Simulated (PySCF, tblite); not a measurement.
**C₄H₁₀GeO₂: geometry, infrared bands and NMR shifts**

What infrared bands and NMR shifts should C₄H₁₀GeO₂ (`C[C@H](CC=O)[O][GeH3]`) show?

Computed with tblite 0.8.0 and PySCF 2.14.0, with density-fitted response routines of our own, on a single molecule in the gas phase. Atoms count from 0, in the outputs and in this text.

### 1 The molecule as given

17 atoms, charge 0, multiplicity 1; geometry from: force field or distance geometry start.

Bonds of the start (Å): C0–C1 1.53, C1–C2 1.52, C2–C3 1.49, C3–O4 1.24, C1–O5 1.41, O5–Ge6 1.81, C0–H7 1.11, C0–H8 1.11, C0–H9 1.12, C1–H10 1.13, C2–H11 1.12, C2–H12 1.12, C3–H13 1.08, Ge6–H14 1.56, Ge6–H15 1.56, Ge6–H16 1.55.

### 2 Geometry optimisation with GFN2-xTB

The job: settings as JSON, then the geometry in Å.

```
{"job": {"kind": "relax", "xc": "GFN2-xTB", "basis": "xTB"}, "charge": 0, "multiplicity": 1}
C      0.399200    -0.067300    -1.609600
C     -0.044500    -0.155300    -0.150500
C     -1.560400    -0.277200    -0.050500
C     -2.027700    -0.409400     1.359700
O     -1.728500    -1.407400     2.026100
O      0.364000     1.004700     0.545900
Ge     1.978400     0.734300     1.317700
H      1.503200    -0.013900    -1.677200
H      0.049400    -0.960900    -2.170200
H     -0.038100     0.846900    -2.075100
H      0.380400    -1.101400     0.287500
H     -1.924900    -1.159700    -0.629500
H     -2.043700     0.635900    -0.481700
H     -2.634400     0.355800     1.818300
H      2.419600     2.035100     2.048700
H      1.864500    -0.414900     2.370800
H      3.036400     0.366700     0.252900
```

On the command line:

```sh
> OMP_NUM_THREADS=1 python probes_run.py task.json out
```

One launch serves the whole session: the jobs run in the order shown.

**Question.** This job is followed by: GFN2-xTB harmonic vibrations, gas phase; GIAO PBE0/pcSseg-1 NMR shielding, non-relativistic, gas phase. What will the session give for the following? strongest single infrared mode (GFN2-xTB); zero-point energy (GFN2-xTB); ¹³C shifts against TMS (PBE0/pcSseg-1); ¹H shifts against TMS (PBE0/pcSseg-1, means over atoms taken as alike); ¹⁷O shifts against H2O (PBE0/pcSseg-1); ⁷³Ge shifts against GeMe4 (PBE0/pcSseg-1).

The runs gave:

```
                                                              quantity                                    value
                             strongest single infrared mode (GFN2-xTB)                    2009 cm⁻¹, 532 km/mol
                                          zero-point energy (GFN2-xTB)                            79.5 kcal/mol
                                ¹³C shifts against TMS (PBE0/pcSseg-1)              211.7, 70.9, 59.0, 26.6 ppm
¹H shifts against TMS (PBE0/pcSseg-1, means over atoms taken as alike)  10.23, 4.88, 4.15, 2.56, 2.38, 1.21 ppm
                                ¹⁷O shifts against H2O (PBE0/pcSseg-1)                          676.1, 36.0 ppm
                             ⁷³Ge shifts against GeMe4 (PBE0/pcSseg-1)                                  -65 ppm
```

**Reading.** The optimisation took 173 steps and gained 0.626 eV; among the close pairs (by a distance rule), Ge6–H15 changed most, from 1.563 to 1.495 Å. No mode is imaginary among the 45: a minimum at this level. The strongest single mode, at 2009 cm⁻¹, moves mainly H16 and H14. Unscaled tight-binding wavenumbers are off by several per cent, some by more. Its intensities can rank the bands wrongly. C3 (aldehyde carbonyl carbon) lies farthest downfield among carbon, at 211.7 ppm; low-lying n→π* states of the double bond to the heteroatom give a large paramagnetic term (-273 ppm). H13 (hydrogen on an aldehyde carbonyl carbon) lies farthest downfield among hydrogen, at 10.23 ppm; the formyl region, downfield of aromatic protons. At PBE0/pcSseg-1: Shielding is most anisotropic at O4 (span 1305 ppm, paramagnetic term -745 ppm). Spin-orbit coupling is left out, which matters for shieldings and couplings at and beside the heavy atoms.
